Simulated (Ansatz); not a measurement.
Crystal: CSO.

```
CELL_PARAMETERS angstrom
3.29399 1.90179 2.02352
-3.29399 1.90179 2.02352
0.00000 -3.80357 2.02352
ATOMIC_POSITIONS crystal
S 0.54260 0.55420 0.55654
O 0.00191 0.01583 0.02606
C 0.78417 0.78725 0.78158
```

The cell comes from a database or a generator and needn't be the stable form of this composition.

The cell isn't the ideal one: atoms moved at random, drawn with an rms of 0.1 Å.

| Item | Value |
| --- | --- |
| Program | Ansatz 0.2.0 |
| Task | relaxation of the atoms |
| Functional | PBE |
| Potentials or basis | Ansatz PAW |
| Cutoff | 420 eV (not typed: the program's choice for these potentials) |
| k mesh | 5 × 5 × 5 |
| Occupations | fermi-dirac, width 0.01 eV |
| Spin | no spin polarisation |

At the start: volume 25.35 Å³/atom.

**Question.** Where does the relaxation end?

**Answer.** Over 8 steps the energy falls by 669.8 meV/atom; space group R3m (No. 160, to 0.05 Å).

The path:
```tsv
step	energy change (eV)	largest force (eV/Å)
1	0.0000	18.3472
2	-1.5681	9.9058
3	-1.7082	8.4333
4	-1.9803	1.5540
5	-2.0093	0.1005
6	-2.0093	0.0031
7	-2.0093	0.0035
8	-2.0093	0.0039
```

Final structure:
```cif
data_structure
_symmetry_space_group_name_H-M 'P 1'
_symmetry_Int_Tables_number 1
_cell_length_a 4.3083
_cell_length_b 4.3083
_cell_length_c 4.3083
_cell_angle_alpha 99.736
_cell_angle_beta 99.736
_cell_angle_gamma 99.736
_cell_volume 76.06
loop_
_atom_site_label
_atom_site_type_symbol
_atom_site_fract_x
_atom_site_fract_y
_atom_site_fract_z
_atom_site_occupancy
S1 S 0.54018 0.54962 0.55181 1
O1 O 0.99048 0.00008 0.00249 1
C1 C 0.79803 0.80759 0.80989 1
```

Caveat: the thresholds are loose for stress.
